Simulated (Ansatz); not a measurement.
# C4N4O4Ti: up Jacob's ladder to CCSD(T)

The task here is to estimate one member of a computed series from the others.

The runs use Ansatz 0.2.0, Gaussian basis; functionals in def2-TZVPP, the program's frozen cores in correlated methods.

Levels to be run: LDA (SPW92), PBE-D4, revPBE-D4, BLYP-D4, r2SCAN-D4, B97M-V, PBE0-D4, B3LYP-D4, r2SCANh-D4, r2SCAN0-D4, HSE06-D4, BHLYP-D4, CAM-B3LYP-D4, LC-ωPBE, ωB97X-V, ωB97M-V, B2PLYP, PBE-QIDH; CCSD(T)/def2-SVP; CCSD(T)/def2-TZVPP; MP2/def2-QZVPP; extrapolation to the limit; RPA on PBE.

## Structure used throughout

An earlier PBE0-D4 in a triple-zeta def2 set relaxation fixed the geometry.

SMILES `O=C=[N][Ti]([N]=C=O)([N]=C=O)[N]=C=O`, 13 atoms, charge 0, spin multiplicity 1.

Atoms are counted from 1 here; the program's logs count them from 0.

Bond lengths: O1–C2 1.161 Å, C2–N3 1.204 Å, N3–Ti4 1.866 Å, Ti4–N5 1.866 Å, Ti4–N8 1.866 Å, Ti4–N11 1.866 Å, N5–C6 1.204 Å, C6–O7 1.161 Å, N8–C9 1.204 Å, C9–O10 1.161 Å, N11–C12 1.204 Å, C12–O13 1.161 Å. Angles: O1–C2–N3 180.0°, C2–N3–Ti4 179.8°, N3–Ti4–N5 109.5°, N3–Ti4–N8 109.5°, N3–Ti4–N11 109.5°, N5–Ti4–N8 109.5°, N5–Ti4–N11 109.5°, N8–Ti4–N11 109.5°, Ti4–N5–C6 179.7°, N5–C6–O7 180.0°, Ti4–N8–C9 179.8°, N8–C9–O10 180.0°, Ti4–N11–C12 179.8°, N11–C12–O13 180.0°.

The first run:

in.yaml reads:

```yaml
crystal:
  periodic: [false, false, false]
  atoms:
    - {symbol: O, position_ang: [-2.619585, -0.782174, 3.228391]}
    - {symbol: C, position_ang: [-1.900586, -0.566396, 2.343375]}
    - {symbol: N, position_ang: [-1.154404, -0.342261, 1.424843]}
    - {symbol: Ti, position_ang: [0.003318, -0.000522, 0.001345]}
    - {symbol: N, position_ang: [0.457202, 1.809845, -0.010795]}
    - {symbol: C, position_ang: [0.743716, 2.979691, -0.019883]}
    - {symbol: O, position_ang: [1.020081, 4.106781, -0.028580]}
    - {symbol: N, position_ang: [1.548914, -1.028500, 0.196040]}
    - {symbol: C, position_ang: [2.544110, -1.695237, 0.321607]}
    - {symbol: O, position_ang: [3.503084, -2.337504, 0.442596]}
    - {symbol: N, position_ang: [-0.838857, -0.441665, -1.604763]}
    - {symbol: C, position_ang: [-1.381744, -0.729701, -2.640637]}
    - {symbol: O, position_ang: [-1.904847, -1.007057, -3.638739]}
basis:
  gaussian: {orbitals: def2-TZVPP}
hamiltonian: {xc: lda}
output: {orbitals: {seedname: orbitals}}
```

Launch:

```console
> ansatz run in.yaml --threads 4 --pin off --events-out ev --progress --plain --max-ram 46080MiB --backend cuda --devices 0, --max-vram 37GiB
```

Steps of the session up to this table: LDA; PBE-D4 (GGA); revPBE-D4 (GGA); BLYP-D4 (GGA); r2SCAN-D4 (meta-GGA); B97M-V (meta-GGA); B3LYP-D4 (hybrid); r2SCANh-D4 (hybrid); r2SCAN0-D4 (hybrid); HSE06-D4 (hybrid); BHLYP-D4 (hybrid); CAM-B3LYP-D4 (range-separated); LC-ωPBE (range-separated); ωB97X-V (range-separated); ωB97M-V (range-separated); B2PLYP (double hybrid); PBE-QIDH (double hybrid).

One table of the session follows, with a row left open; its other results are not shown here.

It belongs to the step «Frontier levels by functional». 

| functional | HOMO (eV) | LUMO (eV) | gap (eV) |
| --- | --- | --- | --- |
| LDA (SPW92) | -7.91 | -4.50 | 3.42 |
| PBE-D4 | -7.66 | -4.23 | 3.43 |
| revPBE-D4 | -7.57 | -4.13 | 3.44 |
| BLYP-D4 | -7.51 | -4.10 | 3.41 |
| r2SCAN-D4 | -7.98 | -4.24 | 3.74 |
| B97M-V | -7.96 | -4.18 | 3.78 |
| PBE0-D4 | -9.02 | -3.56 | 5.46 |
| B3LYP-D4 | -8.77 | -3.76 | 5.01 |
| r2SCANh-D4 | -8.49 | -3.98 | 4.51 |
| r2SCAN0-D4 | -9.26 | -3.56 | 5.70 |
| HSE06-D4 | -8.63 | -3.93 | 4.70 |
| BHLYP-D4 | -10.29 | -2.65 | 7.64 |
| CAM-B3LYP-D4 | ? | ? | ? |
| LC-ωPBE | -11.61 | -1.60 | 10.00 |
| ωB97X-V | -11.24 | -1.56 | 9.68 |
| ωB97M-V | -11.15 | -1.55 | 9.60 |

**Question.** Estimate the row for CAM-B3LYP-D4.

The run gave: HOMO (eV): -10.33; LUMO (eV): -2.60; gap (eV): 7.73. In the column «HOMO (eV)» it lies between ωB97M-V (-11.15) and BHLYP-D4 (-10.29).
